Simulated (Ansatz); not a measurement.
**HfF+ (singlet): the correlation ladder, def2-SVP**

Aim: climb from Hartree-Fock through coupled cluster for HfF+ (singlet) at one geometry and basis, and see what each rung misses.

Computed with Ansatz 0.2.0, Gaussian basis. Level: def2-SVP, core rule «outside noble gas», up to 5 orbitals frozen.

To be run: UHF; CCSD(T) on RHF; CCSD(T) on UHF; CISD; CCSDT(Q) on RHF; CCSDT(Q) on UHF.

20 further runs of the same task are left out: 9 for a known fault of the program, 4 that didn't finish, 7 set aside as unsound or not needed. Runs told in other sessions of the task aren't counted.

## Step 1: The geometry

The geometry is a PBE0/def2-TZVP stationary point (not a proven minimum) of the parent state, kept for this charge and spin. No spin-orbit coupling is included. Elements past krypton take def2 core potentials.

2 atoms, charge 1, spin multiplicity 1.

Atoms are counted from 1 here; the program's logs count them from 0.

Bond lengths: Hf1–F2 1.816 Å.

## Step 2: UHF

File in.yaml:

```yaml
crystal:
  periodic: [false, false, false]
  atoms:
    - {symbol: Hf, position_ang: [0.000000, 0.000000, 0.000000]}
    - {symbol: F, position_ang: [0.000000, 0.000000, 1.816400]}
basis:
  gaussian: {orbitals: def2-SVP}
total_charge: 1
magnetization: {spin_polarized: true, initial_magnetization: 0}
hamiltonian: {xc: hf}
output: {orbitals: {seedname: orbitals}}
```

Launch:

```bash
$ ansatz run in.yaml --threads 1 --pin off --events-out ev --progress --plain --max-ram 2393MiB
```

After this run come: CCSD(T) on RHF; CCSD(T) on UHF; CISD; CCSDT(Q) on RHF; CCSDT(Q) on UHF.

Q: Predict the results of all the runs planned. Wanted: RCCSDT(Q) from the RHF energy; RMP2 from RCCSDT(Q); UMP2 from RCCSDT(Q); RCCSD from RCCSDT(Q); RCCSD(T) from RCCSDT(Q); UCCSD(T) from RCCSDT(Q); UCCSDT(Q) from RCCSDT(Q); T1 diagnostic.

As calculated:

| quantity | value |
| --- | --- |
| RCCSDT(Q) from the RHF energy | -7.1757 eV |
| RMP2 from RCCSDT(Q) | +10.73 kcal/mol |
| UMP2 from RCCSDT(Q) | +7.41 kcal/mol |
| RCCSD from RCCSDT(Q) | +5.55 kcal/mol |
| RCCSD(T) from RCCSDT(Q) | +0.61 kcal/mol |
| UCCSD(T) from RCCSDT(Q) | +0.80 kcal/mol |
| UCCSDT(Q) from RCCSDT(Q) | +0.13 kcal/mol |
| levels within 1 kcal/mol (43 meV) | RCCSD(T), UCCSD(T), RCCSDT, UCCSDT, UCCSDT(Q) |
| T1 diagnostic | 0.025 |

RCCSD(T) lands +0.61 kcal/mol from the yardstick (0.4 % of the correlation energy). These misses are within one basis, not against nature.
